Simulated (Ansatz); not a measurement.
Ta3Ru:

```xyz
4
Lattice="1.6691 -2.3423 0.0000 1.6691 2.3423 0.0000 0.0000 0.0000 8.8142" Properties=species:S:1:pos:R:3 pbc="T T T"
Ta    1.6691    0.0000    2.0812
Ta    0.0000    0.0000    4.4071
Ta    1.6691    0.0000    6.7330
Ru    0.0000    0.0000    0.0000
```

The cell comes from a database or a generator and needn't be the stable form of this composition.

Base run:

| Property | Result |
| --- | --- |
| Program | Ansatz 0.2.0 |
| Functional | PBEsol |
| Potentials or basis | all-electron LAPW, scalar-relativistic |
| Cutoff | 272 eV (chosen from the basis error) |
| Basis error allowed | 0.002 eV/atom |
| k mesh | 10 × 10 × 3 |
| Occupations | fermi-dirac, width 0.05 eV |
| Spin | no spin polarisation |

Its results: pressure -8.4 GPa; largest force 0.108 eV/Å.

Task: The run is repeated on the same cell with these changes: functional from PBEsol to LDA. What comes out?

Result: Pressure -13.5 GPa; largest force 0.132 eV/Å.

LDA binds more tightly than PBEsol, so the same cell stands under less pressure.
